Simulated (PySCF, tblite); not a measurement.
# C₈H₁₁BO: geometry, infrared bands, NMR shifts and electronic excitations

Aim: predict the infrared bands, NMR shifts and electronic excitations of C₈H₁₁BO (`CCOBc1ccccc1`).

Programs: tblite 0.8.0 and PySCF 2.14.0, with density-fitted response routines of our own. Each step states its level of theory. These are calculated values for one molecule in the gas phase, unless marked as measured. Atoms count from 0, in the outputs and in this text.

### Step 1. The molecule as given

21 atoms, charge 0, multiplicity 1; geometry from: force field or distance geometry start.

Bonds of the start (Å): C0–C1 1.53, C1–O2 1.42, O2–B3 1.48, B3–C4 1.57, C4–C5 1.41, C5–C6 1.40, C6–C7 1.40, C7–C8 1.39, C8–C9 1.39, C9–C4 1.40, C0–H10 1.10, C0–H11 1.12, C0–H12 1.10, C1–H13 1.10, C1–H14 1.11, B3–H15 1.18, C5–H16 1.08, C6–H17 1.09, C7–H18 1.09, C8–H19 1.09, C9–H20 1.09.

### Step 2. Geometry optimisation with GFN2-xTB

The job: settings as JSON, then the geometry in Å.

```
{"job": {"kind": "relax", "xc": "GFN2-xTB", "basis": "xTB"}, "charge": 0, "multiplicity": 1}
C      3.673000     0.414700     0.457700
C      2.422700    -0.171100    -0.208700
O      1.667800    -0.839300     0.784500
B      0.449200    -1.380200     0.134500
C     -0.894400    -0.572300     0.124100
C     -2.035200    -1.115900    -0.503500
C     -3.227300    -0.390500    -0.533300
C     -3.291300     0.877600     0.061600
C     -2.164300     1.417000     0.675600
C     -0.973400     0.701300     0.710200
H      4.269000    -0.389900     0.921100
H      3.361800     1.143000     1.243600
H      4.276000     0.941700    -0.292800
H      1.860900     0.660500    -0.670500
H      2.763200    -0.878200    -0.987200
H      0.484400    -2.472200    -0.311400
H     -1.992600    -2.092300    -0.958000
H     -4.103800    -0.822000    -1.007000
H     -4.225900     1.433000     0.040100
H     -2.219400     2.402500     1.135200
H     -0.109200     1.149500     1.194100
```

Run with:

```
OMP_NUM_THREADS=1 python probes_run.py task.json out
```

The driver reads the jobs from task.json and runs them one after another.

**Question.** This job is followed by: GFN2-xTB harmonic vibrations, gas phase; PBE0-D3(BJ)/def2-SVP geometry optimisation, gas phase; GIAO PBE0/pcSseg-1 NMR shielding, non-relativistic, gas phase; TDDFT CAM-B3LYP/def2-SVPD, vertical, gas phase, core orbitals frozen in the response; GIAO CAM-B3LYP/pcSseg-1 NMR shielding, non-relativistic, gas phase. What will the session give for the following? strongest single infrared mode (GFN2-xTB); zero-point energy (GFN2-xTB); point group; rotational constants (main isotopes); 13C shifts against TMS (PBE0/pcSseg-1, means over atoms taken as alike); 1H shifts against TMS (PBE0/pcSseg-1, means over atoms taken as alike); 17O shifts against H2O (PBE0/pcSseg-1); 11B shifts against BF3·OEt2 (PBE0/pcSseg-1); lowest singlet (CAM-B3LYP/def2-SVPD); brightest single state of those computed; lowest triplet; vertical ionisation energy (ΔSCF); vertical electron affinity (ΔSCF); range of the shift of C4.

**Answer**, as computed:

| quantity | value |
| --- | --- |
| strongest single infrared mode (GFN2-xTB) | 1320 cm⁻¹, 279 km/mol |
| zero-point energy (GFN2-xTB) | 106.5 kcal/mol |
| point group | C1 |
| rotational constants (main isotopes) | 4.04, 0.59, 0.54 GHz |
| 13C shifts against TMS (PBE0/pcSseg-1, means over atoms taken as alike) | 143.1, 141.4, 138.3, 132.9, 71.3, 20.4 ppm |
| 1H shifts against TMS (PBE0/pcSseg-1, means over atoms taken as alike) | 8.05, 7.56, 7.50, 5.46, 4.28, 1.34 ppm |
| 17O shifts against H2O (PBE0/pcSseg-1) | 208.2 ppm |
| 11B shifts against BF3·OEt2 (PBE0/pcSseg-1) | 43.8 ppm |
| lowest singlet (CAM-B3LYP/def2-SVPD) | 5.11 eV (243 nm), f = 0.014 |
| brightest single state of those computed | state 5, 6.72 eV, f = 0.561 |
| lowest triplet | 3.82 eV |
| vertical ionisation energy (ΔSCF) | 9.05 eV |
| vertical electron affinity (ΔSCF) | -0.46 eV (unbound: the value hangs on the basis) |
| range of the shift of C4 | 141.4 to 145.4 ppm |

What this shows: Relaxing lowered the energy by 1.034 eV in 183 steps; the close pair that moved most is O2–B3, from 1.483 to 1.331 Å (GFN2-xTB). No mode is imaginary among the 57: a minimum at this level. The strongest single mode, at 1320 cm⁻¹, is carried by H14, B3, O2, C1. GFN2-xTB is a fitted tight-binding method: band positions and strengths are rough. Its intensities can rank the bands wrongly. Over 8 steps the energy fell by 0.331 eV; of the close pairs, C0–H12 changed most, 1.037 to 1.100 Å (PBE0/def2-SVP). No frequency check was run at this level, so the end point may be a saddle. At PBE0/pcSseg-1: Shielding is most anisotropic at O2 (span 398 ppm, paramagnetic term -275 ppm). NICS(1)zz of -28 ppm above the planar ring from C4 marks a diatropic (aromatic) ring current. The lowest singlet, at 5.11 eV, is HOMO−1→LUMO 0.53, HOMO→LUMO+1 0.20 and is weak; of the 10 states computed, the strongest absorption comes from state 5 at 6.72 eV. The lowest triplet lies 1.29 eV below the lowest singlet (triplets in Tamm-Dancoff, singlets in full TDDFT). The orbital energy would give 8.42 eV for ionisation, ΔSCF gives 9.05 eV. In ppm, C4 moves most: its shift spreads over 4.0 ppm, from 141.4 (PBE0/pcSseg-1) to 145.4 (CAM-B3LYP/pcSseg-1).
